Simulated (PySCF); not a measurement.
# [Hg(H2O)3]2+: other functionals and bases at one geometry

An exercise on one series of results from a longer session: the logs are not shown, and one member is left open.

The runs use PySCF 2.14.0; several levels, as the steps say, no spin–orbit coupling.

1 further run of the same task is left out (for a known fault of the program).

## The system as given

10 atoms, charge 2, spin multiplicity 1.

Bond lengths: Hg1–O2 2.184 Å, Hg1–O5 2.184 Å, Hg1–O8 2.184 Å, O2–H3 0.974 Å, O2–H4 0.974 Å, O5–H6 0.974 Å, O5–H7 0.974 Å, O8–H9 0.974 Å, O8–H10 0.974 Å. Angles: O2–Hg1–O5 120.0°, O2–Hg1–O8 120.0°, O5–Hg1–O8 120.0°, Hg1–O2–H3 125.8°, Hg1–O2–H4 125.8°, H3–O2–H4 108.5°, Hg1–O5–H6 125.8°, Hg1–O5–H7 125.8°, H6–O5–H7 108.5°, Hg1–O8–H9 125.8°, Hg1–O8–H10 125.8°, H9–O8–H10 108.5°.

Coordinates:

| atom | x (Å) | y (Å) | z (Å) |
| --- | --- | --- | --- |
| Hg1 | 0.0000 | 0.0000 | 0.0000 |
| O2 | 2.1838 | 0.0000 | 0.0000 |
| H3 | 2.7530 | -0.6181 | 0.4928 |
| H4 | 2.7530 | 0.6181 | -0.4928 |
| O5 | -1.0919 | 1.8913 | 0.0000 |
| H6 | -0.8412 | 2.6932 | 0.4928 |
| H7 | -1.9118 | 2.0751 | -0.4928 |
| O8 | -1.0919 | -1.8913 | 0.0000 |
| H9 | -1.9118 | -2.0751 | 0.4928 |
| H10 | -0.8412 | -2.6932 | -0.4928 |

Formal oxidation states: Hg +2. An earlier session relaxed this geometry at PBE0, Hg def2-SVP with ECP60, O def2-SVP, H def2-SVP (singlet, point group D3).

At PBE0 on the finer grid: E = -381.647649 Eh, HOMO -19.89 eV, LUMO -13.37 eV, Mulliken charge on Hg1 +1.17 e, largest force component 0.003 eV/Å. 

Levels to run: TPSS; B3LYP; PBE0, TZVP. Hardware: 2 threads of AMD EPYC 7R43 (Zen 3), shared host.

Set-up of the first run:

File run.py (the lines that set the calculation):

```python
mol = gto.M(atom='''
Hg     0.00000     0.00000     0.00000
O      2.18383     0.00001     0.00000
H      2.75297    -0.61810     0.49282
H      2.75296     0.61812    -0.49282
O     -1.09192     1.89125     0.00000
H     -0.84119     2.69319     0.49282
H     -1.91179     2.07508    -0.49282
O     -1.09191    -1.89125     0.00000
H     -1.91177    -2.07509     0.49282
H     -0.84118    -2.69319    -0.49282''',
    basis={'Hg': 'def2-SVP', 'O': 'def2-SVP', 'H': 'def2-SVP'},
    ecp={'Hg': 'def2-SVP'},
    charge=2, spin=0)
mf = dft.RKS(mol, xc='TPSS')
mf.grids.atom_grid = (75, 302)
mf = mf.density_fit()  # fitting sets: Hg def2-universal-JKFIT, O def2-universal-JKFIT, H def2-universal-JKFIT
mf.conv_tol = 1e-08; mf.max_cycle = 55
mf.kernel(dm0)  # dm0: the density of the relaxed state
```

Launch:

```sh
OMP_NUM_THREADS=2 python run.py
```

Steps of the session up to this table: TPSS; B3LYP; PBE0, TZVP.

One table of the session follows, with a row left open; its other results are not shown here.

| level | HOMO (eV) | gap (eV) | charge on Hg1 (e) | largest force component (eV/Å) |
| --- | --- | --- | --- | --- |
| PBE0 (relaxed here) | -19.89 | 6.52 | 1.17 | 0.00 |
| TPSS | -18.07 | 3.82 | 1.09 | 0.38 |
| B3LYP | ? | ? | ? | ? |
| PBE0, TZVP | -20.00 | 6.57 | 1.37 | 0.23 |

Estimate the missing values for B3LYP.

As computed: HOMO (eV): -19.55; gap (eV): 5.87; charge on Hg1 (e): 1.12; largest force component (eV/Å): 0.14. In the column «HOMO (eV)» it lies between PBE0 (relaxed here) (-19.89) and TPSS (-18.07).

In one basis the HOMO–LUMO gap runs from 3.82 eV (TPSS) to 6.52 eV (PBE0). The largest leftover force, 0.38 eV/Å with TPSS, stands at a geometry relaxed at another level. Total energies of different levels can't be compared.
